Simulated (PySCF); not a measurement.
# Solver options tried on Cs³⁺ (triplet)

Aim: find out which solver settings change the answer for Cs³⁺ (triplet).

Computed with PySCF 2.14.0. Level: each script names its method and basis.

8 further runs of the same task are left out: 1 for a known fault of the program, 7 that didn't finish.

## (1) The atom

Cs³⁺ (triplet): 1 atom, charge 3, spin multiplicity 3.

## (2) Base script

input.py reads:

```python
from pyscf import gto, dft

mol = gto.M(
    atom='Cs 0 0 0',
    basis='x2c-svpall',
    charge=3,
    spin=2,
    verbose=3,
)
mf = dft.ROKS(mol, xc='camb3lyp')
mf = mf.sfx2c1e()
mf.kernel()
mf.analyze()
print('orbital energies (hartree):', mf.mo_energy[..., max(0, mol.nelec[1]-3):mol.nelec[0]+3].round(4))
```

Command:

```sh
$ OMP_NUM_THREADS=1 python input.py
```

Its log is not repeated here.

In short: E(SCF) = -7784.136513 Eh.

The triplet is typed in the script; nothing here shows that it is the ground state.

## (3) Second-order solver on

Run 1 changes second-order solver: off → on.

input.py reads:

```python
from pyscf import gto, dft

mol = gto.M(
    atom='Cs 0 0 0',
    basis='x2c-svpall',
    charge=3,
    spin=2,
    verbose=3,
)
mf = dft.ROKS(mol, xc='camb3lyp')
mf = mf.sfx2c1e()
mf = mf.newton()
mf.kernel()
mf.analyze()
print('orbital energies (hartree):', mf.mo_energy[..., max(0, mol.nelec[1]-3):mol.nelec[0]+3].round(4))
```

Command:

```sh
$ OMP_NUM_THREADS=1 python input.py
```

## (4) Convergence threshold 1e-05 hartree

Run 2 changes convergence threshold: default → 1e-05 hartree.

input.py: that of step 2 with these lines changed.

```diff
@@ -11,2 +11,3 @@
 mf = mf.sfx2c1e()
+mf.conv_tol = 1e-05
 mf.kernel()
```

## (5) Convergence threshold 0.001 hartree

Run 3 changes convergence threshold: default → 0.001 hartree.

input.py: that of step 2 with these lines changed.

```diff
@@ -11,2 +11,3 @@
 mf = mf.sfx2c1e()
+mf.conv_tol = 0.001
 mf.kernel()
```

## (6) Point-group symmetry on

Run 4 changes point-group symmetry: off → on.

input.py: that of step 2 with these lines changed.

```diff
@@ -7,2 +7,3 @@
     spin=2,
+    symmetry=True,
     verbose=3,
```

What does the calculation give? Wanted: for each run, E(SCF); from base.

**Answer**, as computed:

```csv
run,E(SCF) (hartree),from base (eV)
base,-7784.136513,0
second-order solver on,-7784.136513,0.0000
convergence threshold 1e-05 hartree,-7784.136513,0.0000
convergence threshold 0.001 hartree,-7784.136513,0.0000
point-group symmetry on,-7784.134378,+0.0581
```

**Reading.** With second-order solver on or convergence threshold 1e-05 hartree or convergence threshold 0.001 hartree the SCF ends at the base energy. With point-group symmetry on the SCF ends in another solution, 0.06 eV higher: the path to self-consistency decides the state here.
